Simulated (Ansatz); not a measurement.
Task: the interaction energy of a dimer with the counterpoise correction of CH3NSi, SMILES C1=N[SiH2]1, with Ansatz's Python interface. Give the script and its output. Level of theory (for the species named): B3LYP, def2-SVPD basis, multiplicity 1.

```xyz
6

C    -0.4118   -0.9813   -0.1186
N     0.7376   -0.8962    0.2569
Si   -0.0250    0.7420   -0.0281
H    -1.0951   -1.7283   -0.3466
H     0.8080    1.3630   -1.1135
H     0.0284    1.4367    1.3036
```

The script, `dimer.py`:
```python
# -*- coding: utf-8 -*-
'''Binding of a CH3NSi dimer at a trial geometry.'''

import ansatz as az

FIRST = [
    ('C', (-0.4188, -0.9706, -0.1109)),
    ('N', (0.7306, -0.8855, 0.2646)),
    ('Si', (-0.032, 0.7527, -0.0204)),
    ('H', (-1.1021, -1.7176, -0.3389)),
    ('H', (0.801, 1.3737, -1.1058)),
    ('H', (0.0214, 1.4474, 1.3113)),
]
SECOND = [
    ('C', (-4.0274, -2.5746, 0.5972)),
    ('N', (-4.7674, -3.0953, 1.4038)),
    ('Si', (-5.5634, -2.8704, -0.2278)),
    ('H', (-3.0615, -2.1963, 0.5689)),
    ('H', (-6.7263, -1.9578, 0.0415)),
    ('H', (-5.9232, -4.2567, -0.6833)),
]

def energy(atoms, ghosts=()):
    molecule = az.Crystal.molecule()
    for symbol, xyz in atoms:
        molecule = molecule.atom(symbol, xyz)
    calc = (
        molecule.calculation()
        .basis(gaussian='def2-SVPD')
        .functional('b3lyp')
    )
    deck = calc.input()
    if ghosts:
        deck = deck.set(az.key.basis.gaussian.ghost_atoms, [{'symbol': s, 'position_ang': list(xyz)} for s, xyz in ghosts])
    return az.Session.from_dict(deck).plan().execute().report['free_energy_ev']

# monomers in their own basis and in the basis of the dimer
both = energy(FIRST + SECOND)
alone = energy(FIRST) + energy(SECOND)
ghosted = energy(FIRST, SECOND) + energy(SECOND, FIRST)
print(f'dimer {both:.6f} eV')
print(f'interaction, uncorrected   {23.060548 * (both - alone):8.3f} kcal/mol')
print(f'interaction, counterpoise  {23.060548 * (both - ghosted):8.3f} kcal/mol')
print(f'basis-set superposition    {23.060548 * (alone - ghosted):8.3f} kcal/mol')
```

```console
$ python dimer.py
dimer -20894.721318 eV
interaction, uncorrected      0.554 kcal/mol
interaction, counterpoise     1.099 kcal/mol
basis-set superposition       0.545 kcal/mol
```

Uncorrected it is 0.554 kcal/mol, with the counterpoise correction 1.099 kcal/mol; the difference, 0.54 kcal/mol, is the superposition error. In this basis both values are repulsive.

Notes:
- Total energies depend on the basis set; only differences at equal settings carry meaning.
- The dimer is a generated trial pose of unrelaxed monomers, not a minimum, so the figure is no binding energy, and the basis set is small.
- b3lyp holds the VWN-RPA fit, as in Gaussian; the form of ORCA and Turbomole is b3lyp5.
- This level lacks the dispersion part of the attraction (electrostatics and induction are there), which can decide the sign where the interaction is weak.
- Wall time of the script: 22 s on 1 thread of Arm Neoverse V2, on a shared host, peak memory 0.42 GiB.
